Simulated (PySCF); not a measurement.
# SnH2SClF (SMILES [F][SnH]([SH])[Cl]): levels of theory compared

We compute a comparison of 3 runs (HF/3-21G, r2SCAN/3-21G, PBE0/def2-TZVP) of SnH2SClF. Input form: a Python script.

Program for the calculation: PySCF 2.14.0.

## 1. The molecule

SnH2SClF: 6 atoms, total charge 0, spin state singlet. SMILES: `[F][SnH]([SH])[Cl]`. Geometry: relaxed at PBE0-D4/def2-TZVP. This is one conformer, not always the lowest.

Bond lengths: F1–Sn2 1.911 Å, Sn2–S3 2.366 Å, Sn2–Cl4 2.307 Å, Sn2–H5 1.693 Å, S3–H6 1.345 Å. Angles: F1–Sn2–S3 108.3°, F1–Sn2–Cl4 102.9°, S3–Sn2–Cl4 109.8°, F1–Sn2–H5 107.5°, S3–Sn2–H5 115.2°, Cl4–Sn2–H5 112.3°, Sn2–S3–H6 92.0°.

## 2. Energy and gradient at HF/3-21G (run 1)

Contents of start.xyz:

```xyz
6

F     -1.817100     0.320600    -0.819200
Sn     0.044000    -0.034300    -0.570800
S      0.794000     1.204200     1.300800
Cl     0.076800    -2.288100    -0.081200
H      0.828400     0.318400    -2.028900
H      0.116000     0.415200     2.153100
```

Contents of job.py:

```python
# [F][SnH]([SH])[Cl]
from pyscf import gto

mol = gto.M(
    atom='start.xyz',
    basis='3-21g',
    spin=0,
    max_memory=1860,
    verbose=4,
    charge=0,
)

mf = mol.RHF()
mf.conv_tol = 1e-10
mf.kernel()
if not mf.converged:
    mf = mf.newton().run(mf.mo_coeff, mf.mo_occ)

energy = mf.e_tot
print('E(%s) = %.9f' % ('HF', energy))
grad = mf.nuc_grad_method().kernel()
mf.analyze()
```

Run with:

```sh
$ OMP_NUM_THREADS=1 python job.py
```

Output:

```text
PySCF version 2.14.0

[... 80 lines left out ...]
DFT Exchange-Correlation Energy =     -222.132093524185620
[... 11 lines left out ...]
MO #10  energy= -27.0159114517879  occ= 2
[... 9 lines left out ...]
MO #20  energy= -7.97400023855377  occ= 2
[... 9 lines left out ...]
MO #30  energy= -1.57145572952736  occ= 2
[... 9 lines left out ...]
MO #40  energy= -0.606018696765896 occ= 2
[... 9 lines left out ...]
MO #50  energy= 0.1136717819048    occ= 0
[... 9 lines left out ...]
MO #60  energy= 0.763569105129046  occ= 0
[... 9 lines left out ...]
MO #70  energy= 3.66029513073208   occ= 0
[... 79 lines left out ...]
Dipole moment(X, Y, Z, Debye):  1.46185,  1.01962, -0.92608
```

Wall time 14 s (1 thread of Intel Xeon at 2.50GHz (Skylake/Cascade Lake), shared host); peak memory 0.14 GiB.

## 3. Energy and gradient at r2SCAN/3-21G (run 2)

Contents of job.py:

```python
# [F][SnH]([SH])[Cl]
from pyscf import gto, dft

mol = gto.M(
    atom='''
F     -3.433821     0.605846    -1.548064
Sn     0.083148    -0.064818    -1.078656
S      1.500443     2.275608     2.458156
Cl     0.145131    -4.323882    -0.153446
H      1.565449     0.601689    -3.834065
H      0.219208     0.784614     4.068769
''',
    spin=0,
    max_memory=1860,
    verbose=4,
    basis='3-21g',
    unit='bohr',
)

mf = dft.RKS(mol, xc='r2scan')
mf.conv_tol = 1e-10
mf.grids.level = 5
mf.kernel()
if not mf.converged:
    mf = mf.newton().run(mf.mo_coeff, mf.mo_occ)

energy = mf.e_tot
print('Final energy', energy)
grad = mf.nuc_grad_method().kernel()
dip = mf.dip_moment()
pop, q = mf.mulliken_pop()
```

Run with:

```sh
$ OMP_NUM_THREADS=1 python job.py
```

Output:

```text
PySCF version 2.14.0

[... 79 lines left out ...]
converged SCF energy = -6953.35530496829
Final energy -6953.355304968293
[... 13 lines left out ...]
Dipole moment(X, Y, Z, Debye):  0.91782,  0.92575, -0.71674
[... 77 lines left out ...]
charge of    5H =      0.12885
```

It took 67 s on 1 thread of Intel Xeon at 2.50GHz (Skylake/Cascade Lake), shared host; peak memory 0.69 GiB.

## 4. Energy and gradient at PBE0/def2-TZVP (core potential) (run 3)

Contents of run.py:

```python
from pyscf import gto, dft

system = gto.M(
    atom='''
F     -3.433821     0.605846    -1.548064
Sn     0.083148    -0.064818    -1.078656
S      1.500443     2.275608     2.458156
Cl     0.145131    -4.323882    -0.153446
H      1.565449     0.601689    -3.834065
H      0.219208     0.784614     4.068769
''',
    basis='def2-tzvp',
    unit='bohr',
    ecp={'Sn': 'def2-svp'},
    verbose=3,
    max_memory=1860,
)

myscf = dft.RKS(system, xc='pbe0')
myscf.conv_tol = 1e-10
myscf.grids.level = 5
myscf.kernel()
if not myscf.converged:
    myscf = myscf.newton().run(myscf.mo_coeff, myscf.mo_occ)

e_final = myscf.e_tot
print(f'total energy: {e_final:.8f} hartree')
grad = myscf.nuc_grad_method().kernel()
myscf.analyze()
```

Run with:

```sh
$ OMP_NUM_THREADS=1 python run.py
```

Output:

```text
converged SCF energy = -1173.53208098862
[... 17 lines left out ...]
MO #7   energy= -7.26063264799983  occ= 2
[... 19 lines left out ...]
MO #27  energy= -0.426933885615343 occ= 2
[... 19 lines left out ...]
MO #47  energy= 0.232312602819675  occ= 0
[... 19 lines left out ...]
MO #67  energy= 0.654330002475415  occ= 0
[... 19 lines left out ...]
MO #87  energy= 1.35772797702534   occ= 0
[... 19 lines left out ...]
MO #107 energy= 1.92137640408708   occ= 0
[... 19 lines left out ...]
MO #127 energy= 2.51271317414335   occ= 0
[... 19 lines left out ...]
MO #147 energy= 6.92564020108056   occ= 0
[... 19 lines left out ...]
MO #167 energy= 113.625670301421   occ= 0
[... 1 line left out ...]
WARN: Weak orthogonality for localized orbitals 1.0922533781059073e-09

 ** Mulliken atomic charges  **
charge of    0F =     -0.83801
charge of    1Sn =      2.73872
charge of    2S =     -0.76212
charge of    3Cl =     -0.74231
charge of    4H =     -0.51255
charge of    5H =      0.11627
Dipole moment(X, Y, Z, Debye):  1.93517,  0.71685, -0.08427
```

Run time: 4.1 min. Hardware: 1 thread of Intel Xeon at 2.50GHz (Skylake/Cascade Lake), shared host; peak memory 2.1 GiB.

## 5. The series

```
run                            level  integration grid  core potential   energy (Eh)  dipole moment (D)  HOMO energy (eV)  LUMO energy (eV)  wall time
  1                         HF/3-21G                 –               –  -6949.307928               2.01            -11.52              1.72       14 s
  2                     r2SCAN/3-21G                 5               –  -6953.355305               1.49             -7.45             -2.37       67 s
  3  PBE0/def2-TZVP (core potential)                 5        def2-svp  -1173.532081               2.07             -8.27             -1.88    4.1 min
```

## 6. Summary of results

| quantity | value |
| --- | --- |
| run 3: total energy | -1173.53208 Eh |
| run 3: dipole moment | 2.07 D |
| run 3: HOMO energy | -8.27 eV |
| run 3: LUMO energy | -1.88 eV |
| run 3: HOMO–LUMO gap | 6.39 eV |
| run 3: largest force on an atom | 0.022 eV/Å |

In words: The dipole moment (its size) runs from 1.49 D (r2SCAN/3-21G) to 2.07 D (PBE0/def2-TZVP). The two ends differ in method and basis and core potential. The HOMO–LUMO gap runs from 5.08 eV (r2SCAN/3-21G) to 13.24 eV (HF/3-21G). Exact exchange widens orbital gaps. Totals of different functionals can't be ranked against each other. Some runs of one species differ in core potentials or relativity; totals across that change don't compare. In runs 1, 2 relativity is left out where basis or elements ask for it. All runs together took 5.4 min, the longest 4.1 min.
